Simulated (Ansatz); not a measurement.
# Sn3Ge2Se5: the cost of one run

Computed with Ansatz 0.2.0 (DFT PBE, scalar-relativistic, plane waves, PAW, unless a step names another level, unless a step's input says otherwise).

## (1) The structure to begin with

The structure is trigonal, space group R-3m (No. 166). The conventional cell has a = 4.167 Å, b = 4.167 Å, c = 51.312 Å, α = 90.00°, β = 90.00°, γ = 120.00°. Around Sn (site symmetry -3m) lie 6 Se at 3.01 Å. Around Sn (site symmetry 3m) lie 6 Se at 3.00 to 3.01 Å. Ge (site symmetry 3m) is surrounded by 6 Se at 2.87 to 2.88 Å. Se (site symmetry 3m) has 6 Sn at 3.01 Å as nearest neighbours. Se (site symmetry 3m) is surrounded by 3 Ge at 2.88 Å and 3 Sn at 3.00 Å. Se (site symmetry -3m) is surrounded by 6 Ge at 2.87 Å.

Coordinates:

```
CELL_PARAMETERS angstrom
2.08363 1.20298 17.10392
-2.08363 1.20298 17.10392
0.00000 -2.40597 17.10392
ATOMIC_POSITIONS crystal
Sn 0.00000 0.00000 0.00000
Sn 0.59622 0.59622 0.59622
Sn 0.40378 0.40378 0.40378
Ge 0.19716 0.19716 0.19716
Ge 0.80284 0.80284 0.80284
Se 0.29817 0.29817 0.29817
Se 0.89452 0.89452 0.89452
Se 0.50000 0.50000 0.50000
Se 0.10548 0.10548 0.10548
Se 0.70183 0.70183 0.70183
```

It is the end of an earlier relaxation with the same method, from a generated guess; it is a trial structure. At a tolerance of 0.02 Å it has space group R-3m (No. 166); it has 25.72 Å³/atom, an uncorrected energy of -0.33 eV/atom over the elements.

## (2) Static run: bands, density of states and charges

The input, input.yaml:

```yaml
crystal:
  lattice:
    - [2.0836283153, 1.2029833687, 17.1039166165]
    - [-2.0836283153, 1.2029833687, 17.1039166165]
    - [0.0, -2.4059667375, 17.1039166165]
  atoms:
    - { symbol: Sn, position: [0.0, 0.0, 0.0] }
    - { symbol: Sn, position: [0.5962167351, 0.5962167351, 0.5962167351] }
    - { symbol: Sn, position: [0.4037832649, 0.4037832649, 0.4037832649] }
    - { symbol: Ge, position: [0.197156775, 0.197156775, 0.197156775] }
    - { symbol: Ge, position: [0.802843225, 0.802843225, 0.802843225] }
    - { symbol: Se, position: [0.298166364, 0.298166364, 0.298166364] }
    - { symbol: Se, position: [0.8945179921, 0.8945179921, 0.8945179921] }
    - { symbol: Se, position: [0.5, 0.5, 0.5] }
    - { symbol: Se, position: [0.1054820079, 0.1054820079, 0.1054820079] }
    - { symbol: Se, position: [0.701833636, 0.701833636, 0.701833636] }
basis:
  ecutwfc: 420
kpoints:
  mp_grid: { grid: [12, 12, 12] }
  band_path:
    path:
      - [[0.0, 0.0, 0.0], [0.5, 0.5, 0.5], [0.83003544, 0.16996456, 0.5]]
      - [[0.5, -0.16996456, 0.16996456], [0.5, 0.0, 0.0], [0.0, 0.0, 0.0], [0.33498228, -0.33498228, 0.0]]
      - [[0.66501772, 0.0, 0.33498228], [0.5, 0.0, 0.5], [0.0, 0.0, 0.0]]
    npoints: 14
hamiltonian:
  xc: pbe
scf:
  occupations: { method: gaussian, width: 0.01 }
  n_extra_bands: 25
output:
  forces: true
  stress: true
  eigenvalues: true
  populations: true
  dos: { projected: true, de: 0.02, nscf_kmesh: { grid: [15, 15, 15] } }
  bader: true
  write_density: true
  write_potential: true
  elf: true
  volumetric_format: npy
```

Run with:

```sh
$ ansatz run input.yaml --threads 4 --pin off --max-ram 8192MiB --backend cpu --events-out ev --progress --plain --runs-dir out
```

Q: Estimate wall time and peak memory on 4 threads of Arm Neoverse V2, shared host.

About 4.2 min, with a peak of 5.2 GiB.
